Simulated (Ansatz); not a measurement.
# Cs2InAgBr6 under changes of volume

One of the cells (35.349 Å³/atom); the others are scaled copies at fixed shape and fractional positions:

```
Cs In Ag Br
1.0
     0.00000    5.61200    5.61200
     5.61200    0.00000    5.61200
     5.61200    5.61200    0.00000
Cs In Ag Br
2 1 1 6
Direct
  0.25000 0.25000 0.25000
  0.75000 0.75000 0.75000
  0.00000 0.00000 0.00000
  0.50000 0.50000 0.50000
  0.75599 0.75599 0.24400
  0.75599 0.24400 0.75599
  0.24400 0.75599 0.24400
  0.24400 0.75599 0.75599
  0.24400 0.24400 0.75599
  0.75599 0.24400 0.24400
```

The cell comes from a database or a generator and needn't be the stable form of this composition.

- Program: Ansatz 0.2.0
- Functional: PBEsol
- Potentials or basis: Ansatz PAW
- Cutoff: 420 eV (not typed: the program's choice for these potentials)
- k mesh: 4 × 4 × 4
- Occupations: fermi-dirac, width 0.05 eV
- Spin: no spin polarisation

| volume (Å³/atom) | energy over the lowest point (meV/atom) | pressure (GPa) | largest force (eV/Å) |
| --- | --- | --- | --- |
| 33.228 | 0.00 | -0.4 | 0.193 |
| 33.935 | 3.01 | -1.0 | 0.127 |
| 34.642 | 8.31 | -1.4 | 0.066 |
| 35.349 | ? | ? | ? |
| 36.056 | 24.66 | -2.2 | 0.041 |
| 36.763 | 35.23 | -2.6 | 0.089 |
| 37.470 | 47.12 | -2.8 | 0.133 |

Q: What does the run at 35.349 Å³/atom give?

A: Energy over the lowest point 15.61 meV/atom; pressure -1.9 GPa; largest force 0.010 eV/Å.

Worked out: A Birch-Murnaghan fit of order 3 (a polynomial in V^(-2/3)) to the other rows has its minimum at 32.77 Å³/atom, just outside them, with B0 = V·E''(V) = 30 GPa and B' = 5.2 at fixed shape and positions, which overstates the stiffness. It gives 15.61 meV/atom at 35.349 Å³/atom, against the run's 15.61, and -dE/dV = -1.9 GPa, against -1.9.

Energies are extrapolated to zero smearing.

Caveats: the PAW data sets come from PBE, with cores solved anew for the run's functional, which leaves a small shift of forces and pressure.
